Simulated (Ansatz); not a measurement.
NiMoIrPdW:

```xyz
5
Lattice="4.1170 0.0000 0.0000 -2.0585 3.5655 0.0000 0.0000 0.0000 5.4458" Properties=species:S:1:pos:R:3 pbc="T T T"
Ni    0.0000    0.0000    5.2157
Mo    2.0585    1.1885    5.2367
Pd    2.0585    1.1885    2.5211
Ir    0.0000    2.3770    3.9521
W     0.0000    2.3770    1.2875
```

The cell was built by a generator and needn't be a form met in nature.

- Program: Ansatz 0.2.0
- Task: relaxation of cell and atoms
- Functional: PBEsol
- Dispersion: D3(BJ)
- Potentials or basis: Ansatz PAW
- Cutoff: 420 eV (not typed: the program's choice for these potentials)
- k mesh: 6 × 6 × 4
- Occupations: fermi-dirac, width 0.05 eV
- Spin: collinear spin, ferromagnetic start
- Starting moments: [1.0, 1.0, 0.0, 0.6, 0.0] μB

At the start: volume 15.99 Å³/atom.

Task: Where does the relaxation end?

Result: It ends after 6 steps and the volume is 15.05 Å³/atom (-5.9 %); space group P3m1 (No. 156, to 0.05 Å); moment 0.00 μB per cell.

Step by step:
```csv
step,energy change (eV),largest force (eV/Å),volume (Å³)
1,0.0000,0.1075,79.94
2,-0.2089,0.0320,75.79
3,-0.2126,0.0165,75.20
4,-0.2127,0.0090,75.25
5,-0.2127,0.0013,75.26
6,-0.2111,0.0013,75.26
```

Final structure:
```
Ni Mo Pd Ir W
1.0
     4.02932    0.00000    0.00000
    -2.01466    3.48949    0.00000
     0.00000    0.00000    5.35272
Ni Mo Pd Ir W
1 1 1 1 1
Direct
  0.00000 0.00000 0.95576
  0.66667 0.33333 0.96392
  0.66667 0.33333 0.46515
  0.33333 0.66667 0.72323
  0.33333 0.66667 0.23640
```

Caveat: the plane-wave basis is chosen anew once the cell has moved, so the energies of steps on either side of that aren't comparable; pairwise dispersion overbinds metals, which lowers pressure and volume; the PAW data sets come from PBE, with cores solved anew for the run's functional, which leaves a small shift of forces and pressure; the starting moments weren't kept.
